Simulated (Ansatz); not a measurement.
# C₂H₆Cl₂F₂O₂W: small, medium and large basis sets

One table from this session's results is given with a row withheld; the runs are named, their logs left out.

Computed with Ansatz 0.2.0, Gaussian basis. Level: one geometry, several basis sets.

The runs, in order: PBE0-D4/def2-SVP; ωB97M-V/def2-SVP; PBE0-D4/def2-QZVPP; ωB97M-V/def2-QZVPP; the functionals' def2-TZVPP values are taken from earlier runs.

**The relaxed structure**

The geometry comes from an earlier relaxation with PBE0-D4 in a triple-zeta def2 set; it is a stationary point, not always the lowest conformer. W takes the def2 core potential; no spin-orbit term is included.

SMILES `C[O][W]([F])([F])([Cl])([Cl])[O]C`, 15 atoms, charge 0, spin multiplicity 1.

Atoms are counted from 1 here; the program's logs count them from 0.

Bond lengths: C1–O2 1.400 Å, C1–H10 1.095 Å, C1–H11 1.091 Å, C1–H12 1.093 Å, O2–W3 1.835 Å, W3–F4 1.863 Å, W3–F5 1.872 Å, W3–Cl6 2.324 Å, W3–Cl7 2.339 Å, W3–O8 1.819 Å, O8–C9 1.395 Å, C9–H13 1.091 Å, C9–H14 1.094 Å, C9–H15 1.094 Å. Angles: O2–C1–H10 108.3°, O2–C1–H11 108.9°, O2–C1–H12 109.5°, H10–C1–H11 110.1°, H10–C1–H12 109.5°, H11–C1–H12 110.5°, C1–O2–W3 139.4°, O2–W3–F4 92.5°, O2–W3–F5 87.6°, O2–W3–Cl6 172.8°, O2–W3–Cl7 87.9°, O2–W3–O8 97.7°, F4–W3–F5 89.4°, F4–W3–Cl6 90.0°, F4–W3–Cl7 177.1°, F4–W3–O8 93.2°, F5–W3–Cl6 85.7°, F5–W3–Cl7 87.7° and more.

Set-up of the first run:

File in.yaml:

```yaml
crystal:
  periodic: [false, false, false]
  atoms:
    - {symbol: C, position_ang: [1.902954, 0.024708, -2.002291]}
    - {symbol: O, position_ang: [0.739109, -0.261551, -1.278329]}
    - {symbol: W, position_ang: [-0.495370, 0.597358, -0.227255]}
    - {symbol: F, position_ang: [-1.888368, 0.201147, -1.399025]}
    - {symbol: F, position_ang: [-0.136518, 2.148795, -1.211201]}
    - {symbol: Cl, position_ang: [-1.928094, 1.932677, 1.024531]}
    - {symbol: Cl, position_ang: [1.260985, 1.203083, 1.193241]}
    - {symbol: O, position_ang: [-0.889812, -0.796359, 0.873826]}
    - {symbol: C, position_ang: [-1.229782, -1.252904, 2.147431]}
    - {symbol: H, position_ang: [2.720377, 0.183518, -1.291590]}
    - {symbol: H, position_ang: [2.131478, -0.820442, -2.652647]}
    - {symbol: H, position_ang: [1.752252, 0.932084, -2.592947]}
    - {symbol: H, position_ang: [-1.563498, -2.289057, 2.079392]}
    - {symbol: H, position_ang: [-0.347708, -1.182229, 2.789877]}
    - {symbol: H, position_ang: [-2.027994, -0.620838, 2.547017]}
basis:
  gaussian: {orbitals: def2-SVP}
hamiltonian: {xc: pbe0, dispersion: d4}
output: {orbitals: {seedname: orbitals}}
```

The run is started by

```sh
ansatz run in.yaml --threads 4 --pin off --events-out ev --progress --plain --max-ram 41984MiB --backend cpu
```

Steps of the session up to this table: PBE0-D4 in def2-SVP; ωB97M-V in def2-SVP; PBE0-D4 in def2-QZVPP; ωB97M-V in def2-QZVPP.

One table of the session follows, with a row left open; its other results are not shown here.

It belongs to the step «Functionals by basis». 

| functional | basis | HOMO (eV) | LUMO (eV) |
| --- | --- | --- | --- |
| PBE0-D4 | def2-SVP | ? | ? |
| PBE0-D4 | def2-TZVPP | -8.54 | -3.56 |
| PBE0-D4 | def2-QZVPP | -8.57 | -3.60 |
| ωB97M-V | def2-SVP | -10.70 | -1.66 |
| ωB97M-V | def2-TZVPP | -10.76 | -1.58 |
| ωB97M-V | def2-QZVPP | -10.80 | -1.63 |

Estimate the missing values for PBE0-D4, def2-SVP.

**Answer.** HOMO (eV): -8.52; LUMO (eV): -3.65. In the column «HOMO (eV)» it is the highest.
